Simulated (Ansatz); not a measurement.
**F2H3NSSi (built from SMILES N[Si](F)(F)S): a barrier at many levels of theory**

How high is the barrier of this step (S2–H4 formed, Si1–S2 loosened, N3–H4 broken), and how far do cheaper methods land from CCSD(T)?

Program: Ansatz 0.2.0, Gaussian basis. Level of theory: single points in def2-TZVPP on PBE0-D4/def2-TZVP structures. These are calculated values, not measurements.

Levels: SPW92, PBE-D4, BLYP-D4, r2SCAN-D4, B97M-V, PBE0-D4, B3LYP-D4, r2SCAN0-D4, BHLYP-D4, CAM-B3LYP-D4, wB97X-V, wB97M-V, B2PLYP, PBE-QIDH, RPA on PBE, Hartree-Fock, MP2, CCSD, CCSD(T). The reference is CCSD(T) at the basis limit, from triple and quadruple zeta. Zero-point energies come from PBE0-D4 vibrations.

Cores are frozen in the correlated methods. B3LYP uses VWN-RPA correlation. B2PLYP carries no dispersion term here.

12 further runs of the same task are left out: 12 set aside as unsound or not needed.

**1. Start, saddle and end, as given**

Charge 0, multiplicity 1. The folders r, ts and p hold the start, the saddle and the end; their coordinates stand in the first inputs.

```csv
pair,r (Å),ts (Å),p (Å)
S2–H4,3.367,1.370,1.343
Si1–S2,2.105,2.339,2.411
N3–H4,1.005,2.089,3.027
```

**2. wB97M-V/def2-TZVPP**

The input, r/in.yaml:

```yaml
crystal:
  periodic: [false, false, false]
  atoms:
    - {symbol: Si, position_ang: [0.152811, 0.021390, 0.596392]}
    - {symbol: S, position_ang: [1.748526, 1.150018, -0.184781]}
    - {symbol: N, position_ang: [-1.025017, -0.303353, -0.558930]}
    - {symbol: H, position_ang: [-1.387539, 0.412507, -1.164537]}
    - {symbol: F, position_ang: [0.582919, -1.387540, 1.181915]}
    - {symbol: F, position_ang: [-0.322978, 0.866265, 1.852922]}
    - {symbol: H, position_ang: [1.889912, 0.337688, -1.245961]}
    - {symbol: H, position_ang: [-1.638536, -1.097074, -0.476919]}
basis:
  gaussian: {orbitals: def2-TZVPP}
hamiltonian: {xc: {name: wB97M-V}}
```

The input, ts/in.yaml:

```yaml
crystal:
  periodic: [false, false, false]
  atoms:
    - {symbol: Si, position_ang: [-0.199178, -0.223519, 0.717503]}
    - {symbol: S, position_ang: [1.029690, 1.186926, -0.687179]}
    - {symbol: N, position_ang: [-1.342787, -0.402098, -0.376144]}
    - {symbol: H, position_ang: [0.081631, 0.628719, -1.503370]}
    - {symbol: F, position_ang: [0.940436, -1.281515, 1.065924]}
    - {symbol: F, position_ang: [-0.272987, 0.625906, 2.058556]}
    - {symbol: H, position_ang: [1.999643, 0.314789, -1.022139]}
    - {symbol: H, position_ang: [-2.236349, -0.849309, -0.253052]}
basis:
  gaussian: {orbitals: def2-TZVPP}
hamiltonian: {xc: {name: wB97M-V}}
```

The input, p/in.yaml:

```yaml
crystal:
  periodic: [false, false, false]
  atoms:
    - {symbol: Si, position_ang: [-0.304070, -0.366826, 0.694029]}
    - {symbol: S, position_ang: [0.790866, 1.145759, -0.830537]}
    - {symbol: N, position_ang: [-1.591617, -0.765004, -0.123242]}
    - {symbol: H, position_ang: [0.705541, 0.240236, -1.818842]}
    - {symbol: F, position_ang: [0.917301, -1.376180, 0.764455]}
    - {symbol: F, position_ang: [-0.118517, 0.543594, 1.984230]}
    - {symbol: H, position_ang: [2.117398, 0.966934, -0.662006]}
    - {symbol: H, position_ang: [-2.516803, -0.388612, -0.007987]}
basis:
  gaussian: {orbitals: def2-TZVPP}
hamiltonian: {xc: {name: wB97M-V}}
```

The command line of these runs was not kept.

After this run come: CCSD(T)/def2-TZVPP; MP2/def2-QZVPP; Vibrations of the start structure; Vibrations of the end structure.

**Question.** What will these runs give? Wanted: barrier, CCSD(T)/CBS; reverse barrier, CCSD(T)/CBS; step energy, CCSD(T)/CBS; barrier with zero-point energy; step energy with zero-point energy; imaginary mode at the saddle; largest T1 diagnostic.

As calculated:

| quantity | value |
| --- | --- |
| barrier, CCSD(T)/CBS | 283.6 kJ/mol |
| reverse barrier, CCSD(T)/CBS | 6.1 kJ/mol |
| step energy, CCSD(T)/CBS | +277.5 kJ/mol |
| barrier with zero-point energy | 270.6 kJ/mol |
| step energy with zero-point energy | +266.6 kJ/mol |
| imaginary mode at the saddle | 206i cm⁻¹ |
| largest T1 diagnostic | 0.014 |

The functionals run from B97M-V, off by -0.2 kJ/mol, to SPW92, off by -27.9 kJ/mol, against CCSD(T)/CBS. By rung, the mean size of the error is: LDA 27.9, GGA 26.2, meta-GGA 4.1, hybrid 8.4, range-separated hybrid 2.6, double hybrid 5.4 kJ/mol. PBE-D4 gives a barrier 25.9 kJ/mol too low, outside chemical accuracy (1 kcal/mol, 4.2 kJ/mol). The barrier rises with the share of exact exchange, from BLYP-D4 through B3LYP-D4 to BHLYP-D4 (-26.6, -7.2, +16.5 kJ/mol). Hartree-Fock, with no correlation, is off by +45.2 kJ/mol. Zero-point motion lowers the barrier by 13.0 kJ/mol.
